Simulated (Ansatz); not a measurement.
# CH6F2SiSn: one species, many methods

One table from this session's results is given with a row withheld; the runs are named, their logs left out.

Computed with Ansatz 0.2.0, Gaussian basis. Level: functionals in def2-TZVPP, the program's frozen cores in correlated methods.

Plan: PBE-D4, r2SCAN-D4, PBE0-D4, B3LYP-D4, ωB97X-V, ωB97M-V, B2PLYP; CCSD(T)/def2-TZVPP; MP2/def2-QZVPP; extrapolation to the limit.

### Structure used throughout

An earlier PBE0-D4 in a triple-zeta def2 set relaxation fixed the geometry. Sn takes the def2 core potential; no spin-orbit term is included.

SMILES `FC[SiH2][SnH2][F]`, 11 atoms, charge 0, spin multiplicity 1.

Atoms are counted from 1 here; the program's logs count them from 0.

Bond lengths: F1–C2 1.389 Å, C2–Si3 1.900 Å, C2–H6 1.095 Å, C2–H7 1.095 Å, Si3–Sn4 2.569 Å, Si3–H8 1.489 Å, Si3–H9 1.485 Å, Sn4–F5 1.932 Å, Sn4–H10 1.707 Å, Sn4–H11 1.708 Å. Angles: F1–C2–Si3 110.1°, F1–C2–H6 108.2°, F1–C2–H7 108.3°, Si3–C2–H6 111.3°, Si3–C2–H7 110.9°, H6–C2–H7 107.9°, C2–Si3–Sn4 109.4°, C2–Si3–H8 108.0°, C2–Si3–H9 111.1°, Sn4–Si3–H8 110.1°, Sn4–Si3–H9 108.9°, H8–Si3–H9 109.4°, Si3–Sn4–F5 105.3°, Si3–Sn4–H10 115.8°, Si3–Sn4–H11 115.5°, F5–Sn4–H10 104.4°, F5–Sn4–H11 103.4°, H10–Sn4–H11 110.9°.

Geometry (Å):

| atom | x (Å) | y (Å) | z (Å) |
| --- | --- | --- | --- |
| F1 | -0.26293 | 1.69058 | 1.42301 |
| C2 | 0.69707 | 0.69360 | 1.53479 |
| Si3 | 0.16842 | -0.83614 | 0.53969 |
| Sn4 | -0.55988 | -0.11165 | -1.81452 |
| F5 | -2.46541 | 0.17910 | -1.69122 |
| H6 | 0.82130 | 0.45523 | 2.59623 |
| H7 | 1.64896 | 1.08923 | 1.16536 |
| H8 | 1.33679 | -1.75557 | 0.45289 |
| H9 | -0.96259 | -1.53725 | 1.19815 |
| H10 | 0.06240 | 1.38237 | -2.35665 |
| H11 | -0.41854 | -1.30660 | -3.02722 |

Set-up of the first run:

in.yaml reads:

```yaml
crystal:
  periodic: [false, false, false]
  atoms:
    - {symbol: F, position_ang: [-0.262929, 1.690576, 1.423009]}
    - {symbol: C, position_ang: [0.697070, 0.693600, 1.534795]}
    - {symbol: Si, position_ang: [0.168423, -0.836138, 0.539693]}
    - {symbol: Sn, position_ang: [-0.559883, -0.111646, -1.814516]}
    - {symbol: F, position_ang: [-2.465407, 0.179098, -1.691224]}
    - {symbol: H, position_ang: [0.821301, 0.455226, 2.596227]}
    - {symbol: H, position_ang: [1.648962, 1.089232, 1.165360]}
    - {symbol: H, position_ang: [1.336787, -1.755566, 0.452886]}
    - {symbol: H, position_ang: [-0.962590, -1.537252, 1.198148]}
    - {symbol: H, position_ang: [0.062402, 1.382372, -2.356654]}
    - {symbol: H, position_ang: [-0.418536, -1.306603, -3.027223]}
basis:
  gaussian: {orbitals: def2-TZVPP}
hamiltonian: {xc: pbe, dispersion: d4}
output: {forces: true, orbitals: {seedname: orbitals}}
```

On the command line:

```bash
> ansatz run in.yaml --threads 2 --pin off --events-out ev --progress --plain --max-ram 22528MiB --backend cpu
```

Among the steps run: PBE-D4 (GGA); r2SCAN-D4 (meta-GGA); PBE0-D4 (hybrid); B3LYP-D4 (hybrid); ωB97X-V (range-separated); ωB97M-V (range-separated); B2PLYP (double hybrid); CCSD(T) in def2-TZVPP; MP2 in def2-QZVPP.

One table of the session follows, with a row left open; its other results are not shown here.

| method | atomisation energy (kJ/mol) |
| --- | --- |
| PBE-D4 | 3462.2 |
| r2SCAN-D4 | 3431.6 |
| PBE0-D4 | ? |
| B3LYP-D4 | 3417.0 |
| ωB97X-V | 3461.6 |
| ωB97M-V | 3430.5 |
| B2PLYP | 3375.3 |
| HF/def2-TZVPP | 2471.0 |
| MP2/def2-TZVPP | 3366.1 |
| CCSD/def2-TZVPP | 3299.0 |
| CCSD(T)/def2-TZVPP | 3347.5 |
| MP2/CBS | 3469.5 |
| CCSD(T)/CBS | 3450.9 |

Estimate the missing values for PBE0-D4.

**Answer.** atomisation energy (kJ/mol): 3399.2. In the column «atomisation energy (kJ/mol)» it lies between B2PLYP (3375.3) and B3LYP-D4 (3417.0).
